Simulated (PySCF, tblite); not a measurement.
**C₇H₁₁FPSi+: infrared bands and NMR shifts**

What infrared bands and NMR shifts should C₇H₁₁FPSi+ (`FC1=C([SiH3])C=C[P@H+]1C1CC1`) show?

Computed with tblite 0.8.0 and PySCF 2.14.0, with density-fitted response routines of our own, on a single molecule in the gas phase. Atoms count from 0, in the outputs and in this text.

## (1) The molecule as given

21 atoms, charge 1, multiplicity 1; geometry from: GFN2-xTB.

Bonds of the start (Å): F0–C1 1.33, C1–C2 1.34, C2–Si3 1.92, C2–C4 1.46, C4–C5 1.35, C5–P6 1.79, P6–C7 1.79, C7–C8 1.51, C8–C9 1.49, P6–C1 1.82, C9–C7 1.51, Si3–H10 1.46, Si3–H11 1.46, Si3–H12 1.46, C4–H13 1.08, C5–H14 1.08, P6–H15 1.38, C7–H16 1.08, C8–H17 1.08, C8–H18 1.08, C9–H19 1.08, C9–H20 1.08.

## (2) Vibrational analysis with GFN2-xTB

What the job is given:

```
{"job": {"kind": "ir", "xc": "GFN2-xTB", "basis": "xTB"}, "charge": 1, "multiplicity": 1}
F      1.040390    -2.014507     0.370716
C      0.997383    -0.688812     0.383712
C      2.021471     0.163348     0.218539
Si     3.854566    -0.322421    -0.081575
C      1.569721     1.552155     0.298053
C      0.259933     1.770839     0.517996
P     -0.569446     0.192134     0.645586
C     -1.891527    -0.162735    -0.514277
C     -2.774939    -1.349190    -0.208575
C     -3.313881     0.028389    -0.044998
H      4.543016     0.233457     1.080668
H      3.885507    -1.775030    -0.167017
H      4.177632     0.363971    -1.330714
H      2.285193     2.349780     0.179332
H     -0.224320     2.727513     0.605904
H     -1.045881    -0.031999     1.921379
H     -1.634126     0.059290    -1.544348
H     -3.105230    -1.945269    -1.045058
H     -2.573440    -1.931819     0.680087
H     -4.023600     0.400513    -0.767790
H     -3.487343     0.397336     0.956610
```

**Question.** This job is followed by: GIAO PBE0/pcSseg-1 NMR shielding, non-relativistic, gas phase. Predict these results of the whole session: strongest single infrared mode (GFN2-xTB); zero-point energy (GFN2-xTB); 13C shifts against TMS (PBE0/pcSseg-1); 1H shifts against TMS (PBE0/pcSseg-1, means over atoms taken as alike); 19F shifts against CFCl3 (PBE0/pcSseg-1); 29Si shifts against TMS (PBE0/pcSseg-1); 31P shifts against H3PO4 (PBE0/pcSseg-1).

As calculated:

| quantity | value |
| --- | --- |
| strongest single infrared mode (GFN2-xTB) | 770 cm⁻¹, 415 km/mol |
| zero-point energy (GFN2-xTB) | 94.0 kcal/mol |
| 13C shifts against TMS (PBE0/pcSseg-1) | 171.6, 168.6, 149.6, 108.9, 8.5, 7.2, 3.5 ppm |
| 1H shifts against TMS (PBE0/pcSseg-1, means over atoms taken as alike) | 7.83, 6.07, 5.40, 4.67, 2.02, 2.01, 1.43, 1.38, 1.23 ppm |
| 19F shifts against CFCl3 (PBE0/pcSseg-1) | -107.0 ppm |
| 29Si shifts against TMS (PBE0/pcSseg-1) | -81.1 ppm |
| 31P shifts against H3PO4 (PBE0/pcSseg-1) | -2.7 ppm |

In words: All 57 modes are real, so the xTB geometry is a minimum. The strongest single mode, at 770 cm⁻¹, has its largest shares on H12, H10 and H11 (the list is cut at 3 atoms). GFN2-xTB is a fitted tight-binding method: band positions and strengths are rough. Its intensities can rank the bands wrongly.
